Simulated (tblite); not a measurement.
# C2H13FN2Si4: the cost of one run

Computed with tblite 0.8.0 and PySCF 2.14.0, with density-fitted response routines of our own, on a single molecule in the gas phase. Atoms count from 0, in the outputs and in this text.

**1. The starting structure**

22 atoms, charge 0, multiplicity 1; geometry from: force field or distance geometry start.

Bonds of the start (Å): C0–N1 1.29, N1–Si2 1.72, Si2–F3 1.61, Si2–N4 1.68, N4–Si5 1.70, N4–Si6 1.70, Si6–C7 1.85, C7–Si8 1.84, C0–H9 1.12, C0–H10 1.10, Si2–H11 1.48, Si5–H12 1.48, Si5–H13 1.49, Si5–H14 1.48, Si6–H15 1.49, Si6–H16 1.48, C7–H17 1.11, C7–H18 1.10, Si8–H19 1.49, Si8–H20 1.47, Si8–H21 1.48.

**2. Relaxing the molecule with GFN2-xTB**

Job settings and geometry (Å):

```
{"job": {"kind": "relax", "xc": "GFN2-xTB", "basis": "xTB"}, "charge": 0, "multiplicity": 1}
C     -2.391100    -2.132800     0.049000
N     -1.579100    -1.623500    -0.810900
Si    -1.710600     0.073600    -1.070400
F     -3.277100     0.425500    -0.933800
N     -0.853700     0.814100     0.170900
Si    -1.254400     2.461800     0.123700
Si     0.817800     0.640200    -0.085100
C      1.466700    -1.004300     0.456100
Si     3.298300    -0.943200     0.250900
H     -3.175500    -1.566700     0.612000
H     -2.357500    -3.212800     0.261500
H     -1.251800     0.423300    -2.429600
H     -2.689600     2.651700     0.447800
H     -0.502900     3.175900     1.189100
H     -0.931200     3.080400    -1.186500
H      1.502800     1.659900     0.758400
H      1.164500     0.946400    -1.488400
H      1.053700    -1.828800    -0.155000
H      1.193500    -1.211500     1.499400
H      3.906100     0.109200     1.115600
H      3.884900    -2.233500     0.653900
H      3.675700    -0.685600    -1.161700
```

Started as:

```bash
OMP_NUM_THREADS=1 python probes_run.py task.json out
```

One launch serves the whole session: the jobs run in the order shown.

**Question.** How long does this first job take on 1 thread of Arm Neoverse V1, shared host, and how much memory does it need?

About 2.2 s, with a peak of 0.18 GiB.
